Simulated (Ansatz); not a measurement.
# C2H7NOSi2: one species, many methods

An exercise on one series of results from a longer session: the logs are not shown, and one member is left open.

Computed with Ansatz 0.2.0, Gaussian basis. Level: functionals in def2-TZVPP, the program's frozen cores in correlated methods.

Plan: PBE-D4, r2SCAN-D4, PBE0-D4, B3LYP-D4, ωB97X-V, ωB97M-V, B2PLYP; CCSD(T)/def2-TZVPP; MP2/def2-QZVPP; extrapolation to the limit.

## The geometry

All runs share one geometry, relaxed beforehand with PBE0-D4 in a triple-zeta def2 set.

13 atoms, charge 0, spin multiplicity 1.

Atoms are counted from 1 here; the program's logs count them from 0.

Bond lengths: O1–C2 1.340 Å, O1–H7 0.971 Å, C2–N3 1.270 Å, C2–Si6 1.915 Å, N3–Si4 1.745 Å, Si4–C5 1.892 Å, Si4–H8 1.486 Å, Si4–H9 1.486 Å, C5–Si6 1.871 Å, C5–H10 1.092 Å, C5–H11 1.092 Å, Si6–H12 1.486 Å, Si6–H13 1.486 Å. Angles: C2–O1–H7 106.8°, O1–C2–N3 121.9°, O1–C2–Si6 119.2°, N3–C2–Si6 119.0°, C2–N3–Si4 115.1°, N3–Si4–C5 105.1°, N3–Si4–H8 109.6°, N3–Si4–H9 109.5°, C5–Si4–H8 112.1°, C5–Si4–H9 112.0°, H8–Si4–H9 108.5°, Si4–C5–Si6 102.7°, Si4–C5–H10 111.4°, Si4–C5–H11 111.6°, Si6–C5–H10 111.5°, Si6–C5–H11 111.7°, H10–C5–H11 107.9°, C2–Si6–C5 98.0° and more.

Geometry (Å):

| atom | x (Å) | y (Å) | z (Å) |
| --- | --- | --- | --- |
| O1 | 2.2295 | -0.6884 | -1.3466 |
| C2 | 1.0710 | -0.5025 | -0.7002 |
| N3 | 0.2176 | -1.4340 | -0.5733 |
| Si4 | -1.2288 | -0.9999 | 0.3000 |
| C5 | -0.9989 | 0.8210 | 0.7602 |
| Si6 | 0.6899 | 1.2143 | 0.0569 |
| H7 | 2.2355 | -1.6098 | -1.6519 |
| H8 | -2.4161 | -1.2103 | -0.5686 |
| H9 | -1.3628 | -1.8647 | 1.5011 |
| H10 | -1.7744 | 1.4460 | 0.3126 |
| H11 | -1.0304 | 0.9692 | 1.8415 |
| H12 | 1.7067 | 1.5645 | 1.0820 |
| H13 | 0.6815 | 2.2596 | -0.9988 |

The first run:

Contents of in.yaml:

```yaml
crystal:
  periodic: [false, false, false]
  atoms:
    - {symbol: O, position_ang: [2.229526, -0.688357, -1.346638]}
    - {symbol: C, position_ang: [1.071045, -0.502526, -0.700177]}
    - {symbol: N, position_ang: [0.217648, -1.433951, -0.573329]}
    - {symbol: Si, position_ang: [-1.228849, -0.999875, 0.299970]}
    - {symbol: C, position_ang: [-0.998857, 0.820978, 0.760184]}
    - {symbol: Si, position_ang: [0.689936, 1.214347, 0.056904]}
    - {symbol: H, position_ang: [2.235469, -1.609751, -1.651863]}
    - {symbol: H, position_ang: [-2.416084, -1.210266, -0.568589]}
    - {symbol: H, position_ang: [-1.362826, -1.864690, 1.501072]}
    - {symbol: H, position_ang: [-1.774389, 1.446031, 0.312593]}
    - {symbol: H, position_ang: [-1.030386, 0.969234, 1.841459]}
    - {symbol: H, position_ang: [1.706737, 1.564536, 1.082046]}
    - {symbol: H, position_ang: [0.681529, 2.259590, -0.998834]}
basis:
  gaussian: {orbitals: def2-TZVPP}
hamiltonian: {xc: pbe, dispersion: d4}
output: {forces: true, orbitals: {seedname: orbitals}}
```

Launch:

```
$ ansatz run in.yaml --threads 2 --pin off --events-out ev --progress --plain --max-ram 32768MiB --backend cuda --devices 0, --max-vram 18GiB
```

Steps of the session up to this table: PBE-D4 (GGA); r2SCAN-D4 (meta-GGA); PBE0-D4 (hybrid); B3LYP-D4 (hybrid); ωB97X-V (range-separated); ωB97M-V (range-separated); B2PLYP (double hybrid); CCSD(T) in def2-TZVPP; MP2 in def2-QZVPP.

One of the session's tables, all rows but one given; the rest of the session is left out.

It belongs to the step «Atomisation energies». 

| method | atomisation energy (kJ/mol) |
| --- | --- |
| PBE-D4 | 5010.5 |
| r2SCAN-D4 | 4920.2 |
| PBE0-D4 | 4914.7 |
| B3LYP-D4 | ? |
| ωB97X-V | 4942.9 |
| ωB97M-V | 4932.6 |
| B2PLYP | 4849.5 |
| HF/def2-TZVPP | 3484.9 |
| MP2/def2-TZVPP | 4849.7 |
| CCSD/def2-TZVPP | 4677.5 |
| CCSD(T)/def2-TZVPP | 4762.6 |
| MP2/CBS | 4994.9 |
| CCSD(T)/CBS | 4907.8 |

**Question.** Estimate the row for B3LYP-D4.

The run gave: atomisation energy (kJ/mol): 4908.7. In the column «atomisation energy (kJ/mol)» it lies between CCSD(T)/CBS (4907.8) and PBE0-D4 (4914.7).

Limits of these values: Free atoms (1 O, 2 C, 1 N, 2 Si, 7 H) were run apart at each level; the atomisation energy is their sum less the molecule, without zero-point or spin-orbit terms.
